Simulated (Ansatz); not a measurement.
Ta3AsAu2O13 in Ansatz: the effect of Hubbard term

Ta3AsAu2O13:

```
CELL_PARAMETERS angstrom
6.43030 -1.94333 -0.00483
6.43030 1.94333 -0.00483
-2.54785 0.00000 10.68617
ATOMIC_POSITIONS crystal
Ta 0.42174 0.42174 0.35289
Ta 0.60514 0.60514 0.67616
Ta 0.33575 0.33575 0.98865
As 0.62199 0.62199 0.00347
Au 0.71608 0.71608 0.34780
Au 0.30523 0.30523 0.63263
O 0.69967 0.69967 0.15479
O 0.56266 0.56266 0.34673
O 0.27377 0.27377 0.44492
O 0.32994 0.32994 0.81777
O 0.48263 0.48263 0.55126
O 0.75351 0.75351 0.62745
O 0.36278 0.36278 0.18289
O 0.87969 0.87969 0.36594
O 0.57427 0.57427 0.83568
O 0.11671 0.11671 0.67068
O 0.49325 0.49325 0.03078
O 0.16601 0.16601 0.98717
O 0.79918 0.79918 0.98234
```

The cell was built by a generator and needn't be a form met in nature.

Alike in all runs:

- Program: Ansatz 0.2.0
- Task: projected density of states
- Functional: PBE
- Potentials or basis: Ansatz PAW
- Cutoff: 420 eV (not typed: the program's choice for these potentials)
- k mesh: 7 × 7 × 3
- Occupations: fermi-dirac, width 0.05 eV
- Spin: no spin polarisation
- Hubbard projectors: ortho-atomic (the default)
- Double counting: fll (the default)

```csv
Hubbard term,gap on the mesh (eV),pressure (GPa),largest force (eV/Å)
"Au d U = 2 eV, Ta d U = 2 eV",?,?,?
"Au d U = 4 eV, Ta d U = 4 eV",0.20,1.4,0.51
"Au d U = 6 eV, Ta d U = 6 eV",0.20,2.3,0.69
"Au d U = 8 eV, Ta d U = 8 eV",0.18,3.2,0.88
```

Problem. What does the run with Hubbard term Au d U = 2 eV, Ta d U = 2 eV give?

Solution. gap on the mesh 0.09 eV; pressure 0.7 GPa; largest force 0.28 eV/Å.

Worked out: A straight line through the other rows of the gap on the mesh, of slope -0.005 eV per eV, extrapolates to 0.21 eV, against the run's 0.09. The fit is too stiff a form for this range. A straight line through the other rows of the pressure, of slope 0.45 GPa per eV, extrapolates to 0.5 GPa, against the run's 0.7. The fit is too stiff a form for this range. A straight line through the other rows of the largest force, of slope 0.0925 eV/Å per eV, extrapolates to 0.32 eV/Å, against the run's 0.28.

Caveats: odd divisions of the mesh miss points on the zone boundary, where band edges often lie, so the gap on the mesh can be too wide; spin-orbit coupling is left out, which moves the levels of the heavy elements; the density of states is complete only up to the lowest level of the last band computed.

A k mesh can miss the band edges.
